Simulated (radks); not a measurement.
# Rb²⁷⁺ in [Ne]: an all-electron calculation

An exercise on one series of results from a longer session: the logs are not shown, and one member is left open.

Program: radks (a radial shooting solver on a logarithmic mesh, Libxc functionals) version 1. Level of theory: Dirac Kohn-Sham, OLYP, spin-unpolarised, spherical densities, finite nucleus. These are calculated values, not measurements, unless marked.

## The system

- element: rubidium (Z = 37)
- charge: +27
- electrons: 10
- configuration: [Ne]
- nuclear rms radius: 4.2036 fm

Outer shells as boxes (Hund's rule):

Rb²⁷⁺
```
[He] core
2s [↑↓]
2p [↑↓][↑↓][↑↓]
```

Set-up of the first run:

Settings of this run:

```text
Z 37
configuration [Ne] 3s0 3p0 3d0
relativity Dirac
functional optx,lyp
spin unpolarised
j_filling energy
nucleus finite rms 4.2036 fm
c 137.035999084
```

Command:

```
> python run_ks.py task.json out
```

The same process makes all the runs of this session.

Among the steps run: Self-consistent calculation.

One table of the session follows, with a row left open; its other results are not shown here.

It belongs to the step «Orbitals and density». Radial density 4πr²ρ:

| r (bohr) | 4πr²ρ (e/bohr) |
| --- | --- |
| 0.00169 | 1.377 |
| 0.00236 | 2.502 |
| 0.00328 | 4.397 |
| 0.00456 | 7.526 |
| 0.00633 | ? |
| 0.00878 | 19.49 |
| 0.0122 | 28.53 |
| 0.0169 | 37.99 |
| 0.0237 | 44.71 |
| 0.0329 | 44.84 |
| 0.0456 | 39.36 |
| 0.0633 | 36.10 |
| 0.0879 | 42.31 |
| 0.122 | 49.81 |
| 0.169 | 41.02 |
| 0.237 | 18.26 |
| 0.329 | 3.659 |
| 0.457 | 0.2475 |

**Question.** Estimate the row for r (bohr) = 0.00633.

Worked estimate for «4πr²ρ (e/bohr)». A straight line through the neighbours (0.00456, 7.526) and (0.00878, 19.49) gives 7.526 + (19.49 − 7.526) × (0.00633 − 0.00456) / (0.00878 − 0.00456) = 12.54; a parabola fitted to 4 rows on both sides gives 12.66.

As computed: 4πr²ρ (e/bohr): 12.42. In «4πr²ρ (e/bohr)» the line misses by +0.12 and the parabola by +0.24.
